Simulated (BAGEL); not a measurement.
**BFH4O2Si (SMILES OB(F)O[SiH3]) at HF/STO-3G (density fitting with qzvpp-jkfit)**

We compute a single-point energy of BFH4O2Si. 

The results are computed with BAGEL 1.2.2.

## Step 1: The system as given

The species is BFH4O2Si (9 atoms), typed as a singlet with charge 0. As SMILES, `OB(F)O[SiH3]`. The start is not the relaxed shape. At this shape the atoms don't form one bonded unit as the SMILES string has it.

Bond lengths: O1–B2 1.359 Å, B2–F3 1.334 Å, B2–O4 1.348 Å, O4–Si5 1.655 Å, O1–H6 0.960 Å, Si5–H7 1.480 Å, Si5–H9 1.484 Å. Angles: O1–B2–F3 120.0°, O1–B2–O4 121.1°, F3–B2–O4 118.9°, B2–O4–Si5 131.9°, B2–O1–H6 113.4°, O4–Si5–H7 106.4°, O4–Si5–H9 110.2°, H7–Si5–H9 110.1°. A long contact: Si5–H8 2.225 Å.

## Step 2: A single-point energy at HF/STO-3G (density fitting with qzvpp-jkfit)

File input.json:

```json
{ "bagel" : [

{
  "title" : "molecule",
  "basis" : "sto-3g",
  "df_basis" : "qzvpp-jkfit",
  "angstrom" : true,
  "geometry" : [
    { "atom" : "O", "xyz" : [   -1.224272,    0.713041,    1.005366 ] },
    { "atom" : "B", "xyz" : [   -0.005572,    1.313441,    0.964066 ] },
    { "atom" : "F", "xyz" : [    0.112528,    2.607141,    1.269266 ] },
    { "atom" : "O", "xyz" : [    1.098728,    0.623241,    0.617566 ] },
    { "atom" : "Si", "xyz" : [    1.324028,   -0.958559,    0.186366 ] },
    { "atom" : "H", "xyz" : [   -1.932672,    1.306241,    1.265466 ] },
    { "atom" : "H", "xyz" : [    2.771728,   -1.117559,   -0.079534 ] },
    { "atom" : "H", "xyz" : [    0.154500,   -1.427600,   -1.647800 ] },
    { "atom" : "H", "xyz" : [    0.908028,   -1.854659,    1.293166 ] }
  ]
},
{
  "title" : "hf"
},
{
  "title" : "print",
  "file" : "orbitals.molden",
  "orbitals" : true
}

]}
```

Command:

```
$ BAGEL_NUM_THREADS=1 BAGEL input.json > input.out
```

The log of the run:

```text
* using 1 threads per process

  ===============================================================
  ===============================================================

  *** Geometry ***

  { "atom" : "O", "xyz" : [     -2.313539,      1.347452,      1.899866 ] },
  { "atom" : "B", "xyz" : [     -0.010530,      2.482044,      1.821821 ] },
  { "atom" : "F", "xyz" : [      0.212647,      4.926782,      2.398565 ] },
  { "atom" : "O", "xyz" : [      2.076295,      1.177755,      1.167031 ] },
  { "atom" : "Si", "xyz" : [      2.502050,     -1.811414,      0.352181 ] },
  { "atom" : "H", "xyz" : [     -3.652221,      2.468438,      2.391384 ] },
  { "atom" : "H", "xyz" : [      5.237807,     -2.111880,     -0.150297 ] },
  { "atom" : "H", "xyz" : [      0.291963,     -2.697773,     -3.113891 ] },
  { "atom" : "H", "xyz" : [      1.715924,     -3.504798,      2.443730 ] },

  Number of auxiliary basis functions:      506

  Since a DF basis is specified, we compute 2- and 3-index integrals:
    o Being stored without compression. Storage requirement is 0.004 GB

  Number of basis functions:       33
  Number of electrons      :       48

    * METHOD: MOLECULE                             0.18

  *** RHF ***

  === Nuclear Repulsion ===
   219.7177601491

      * DIIS with orbital gradients will be used.

  === RHF iteration (sto-3g) ===
      0       -557.93855420          0.01890088           0.02
      1       -558.06454202          0.00441926           0.02
      2       -558.07090794          0.00082227           0.02
      3       -558.07125235          0.00016162           0.02
      4       -558.07126337          0.00004552           0.02
      5       -558.07126459          0.00001165           0.02
      6       -558.07126468          0.00000305           0.02
      7       -558.07126469          0.00000085           0.02
      8       -558.07126469          0.00000016           0.02
      9       -558.07126469          0.00000004           0.02
     10       -558.07126469          0.00000001           0.02
     11       -558.07126469          0.00000000           0.02
    * SCF iteration converged.

    * Permanent dipole moment:
           (    0.146006,     0.162835,    -0.257810) a.u.

    * METHOD: HF                                   0.37

    * METHOD: PRINT                                0.00

  ===============================================================
```

Run time: 0.81 s. Hardware: 1 thread of AMD EPYC 7B13 (Zen 3), shared host; peak memory 0.08 GiB.

## Step 3: What came out

At HF/STO-3G (density fitting with qzvpp-jkfit):

| quantity | value |
| --- | --- |
| total energy | -558.07126 Eh |
| dipole moment | 0.86 D |
| HOMO energy | -7.32 eV |
| LUMO energy | 6.14 eV |
| HOMO–LUMO gap | 13.46 eV |

**Reading.** One bond is far stretched, which a spin-restricted single reference describes badly; a broken-symmetry solution may lie lower.
